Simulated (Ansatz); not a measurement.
This script drives Ansatz's Python interface.

Script `methods_ch5al2cl.py`:
```python
# -*- coding: utf-8 -*-
"""CH5Al2Cl at several levels of theory."""

from pathlib import Path

import ansatz as az
import numpy as np

geometry_ang = [
    ("Al", (-0.216, 0.8827, -1.3375)),
    ("C", (0.5077, -0.6192, -0.3603)),
    ("Al", (0.0002, -0.4741, 1.5543)),
    ("Cl", (-2.0174, -0.4333, 2.1739)),
    ("H", (-0.0295, 1.0547, -2.9408)),
    ("H", (-1.1308, 2.0382, -0.5744)),
    ("H", (1.6422, -0.6056, -0.4635)),
    ("H", (0.1444, -1.5452, -0.7797)),
    ("H", (1.1877, -0.3445, 2.7111)),
]
geometry = az.Crystal.molecule()
for symbol, xyz in geometry_ang:
    geometry = geometry.atom(symbol, xyz)

calculation = geometry.calculation().basis(gaussian="cc-pVDZ")

print("functional    E (Ha)        dipole (D)   HOMO (eV)  LUMO (eV)")
for name in ["pbe0", "r2scan", "hse06", "cam_b3lyp", "r2scan0", "revpbe"]:
    data = calculation.functional(name).forces().orbitals().run(runs_dir="runs").report
    lines = Path(data["orbitals_path"]).read_text().splitlines()
    field_of = lambda key: [line.split("=")[1].strip() for line in lines if line.startswith(key)]
    orbitals = [(27.211386 * float(e), s, float(n)) for e, s, n in zip(field_of("Ene="), field_of("Spin="), field_of("Occup="))]
    homo = max(e for e, _, n in orbitals if n > 0.5)
    lumo = min(e for e, _, n in orbitals if n < 0.5)
    dipole = 4.803205 * np.linalg.norm(data["charge_distribution"]["dipole_moment_e_ang"])
    print(f"{name:10s} {data['free_energy_ev'] / 27.211386246:14.6f} {dipole:9.3f} {homo:11.3f} {lumo:10.3f}")
```

It is started by `python methods_ch5al2cl.py`. How long does it take on 1 thread of Arm Neoverse V1, on a shared host, and how much memory does it need?

It took about 38 s, with a peak of 0.31 GiB, for 6 runs of the engine.

```console
$ python methods_ch5al2cl.py
functional    E (Ha)        dipole (D)   HOMO (eV)  LUMO (eV)
pbe0          -985.784631     2.065      -7.649     -1.640
r2scan        -986.105822     2.041      -6.733     -2.089
hse06         -985.762075     2.063      -7.253     -2.009
cam_b3lyp     -986.207190     2.031      -8.928     -0.685
r2scan0       -986.094444     2.098      -7.828     -1.465
revpbe        -986.009398     1.956      -6.422     -2.296
```

Notes:
- Total energies depend on the basis set; only differences at equal settings carry meaning.
- The geometry is a force-field or estimated start, not a minimum of this method, and the basis set is short of its limit. A lower total doesn't mark the better method: functionals have no common bound, and MP2 and coupled cluster aren't variational.
- Levels such as HOMO and LUMO are orbital energies: with these approximate functionals they aren't the ionisation energy and electron affinity, and their gap isn't the fundamental gap.
- For Al to Cl the sets with a tight d function, cc-pV(X+d)Z, are usual.
- hse06 follows the composition of plane-wave codes, whose totals differ by tens of mHa, up to about 0.1 Ha, from the form usual in Gaussian-basis programs (wpbeh).
